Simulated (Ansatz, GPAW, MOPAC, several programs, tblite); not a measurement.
OsFI (Janus 2H monolayer) from semi-empirical methods to plane-wave DFT

OsFI as a Janus 2H monolayer, relaxed with r2SCAN in Ansatz, was computed with several methods. The sheet's in-plane cell has a = 3.670 Å, b = 3.670 Å (γ = 120.0°), and its outermost atoms lie 2.70 Å apart along the normal. Around Os lie 3 I at 2.49 Å and 3 F at 2.53 Å; around F lie 3 Os at 2.53 Å; around I lie 3 Os at 2.49 Å. (Calculated; spin-unpolarised; the phase may be known or hypothetical.)

```yaml
crystal:
  lattice:
    - [3.67028, 0.00000, 0.00000]
    - [-1.83514, 3.17856, 0.00000]
    - [0.00000, 0.00000, 29.95423]
  atoms:
    - { symbol: Os, position: [0.33333, 0.66667, 0.29962] }
    - { symbol: F, position: [0.66667, 0.33333, 0.34597] }
    - { symbol: I, position: [0.66667, 0.33333, 0.25578] }
```
Two periodic directions, a and b.

Gaps and times are for a single point on this cell. Times are rough, from shared hosts (Arm Neoverse V2), and each method has its own mesh and cell size. PM7 (MOPAC): levels, charges or heat of formation failed a check of plausibility, so no values are given. PM6 (MOPAC), PM7 (MOPAC), GFN1-xTB (tblite), GFN2-xTB (tblite) treat a cluster of cells at its zone centre, which samples few k points: where these miss a band edge, the gap comes out too large for that reason alone. Gaps from k meshes are read at a limited set of points (mesh, symmetry points, PBE's band edges), so each method's own least gap may be somewhat smaller. xTB and the PM methods were fitted mostly to molecules, and can miss a solid's gap by electronvolts. Minimal bases can be far off for gaps. GLLB-SC's gap includes the derivative discontinuity. d marks a direct gap, i an indirect one (no mark: not told apart), a dash a value that wasn't computed or didn't pass its checks.

```
                              method              kind  gap (eV)  atoms computed  processor time
                   GFN1-xTB (tblite)     tight binding      0.56              27          0.77 s
                   GFN2-xTB (tblite)     tight binding      0.60              27          0.85 s
                         PM7 (MOPAC)    semi-empirical         –              27           3.6 s
light PBE (260 eV and a coarse mesh)  light plane-wave    0.76 i               3           4.9 s
                         PM6 (MOPAC)    semi-empirical      3.63              27           5.5 s
              PBE/single zeta (GPAW)       small basis    0.72 i               3           5.6 s
                                 PBE         semilocal    0.77 i               3            18 s
                              r2SCAN         semilocal    1.07 i               3            43 s
                      GLLB-SC (GPAW)   model potential      1.72               3            57 s
```

Against r2SCAN (1.07 eV) and with closed or daggered gaps left aside, the nearest gap at the points sampled is that of PBE (-0.30 eV) and the farthest that of PM6 (MOPAC) (+2.56 eV). r2SCAN is only a yardstick of convenience: semilocal gaps usually lie below measured ones, which GLLB-SC and hybrids aim to mend.

Spin-orbit coupling is left out, which matters wherever the heavy atoms make up the band edges.
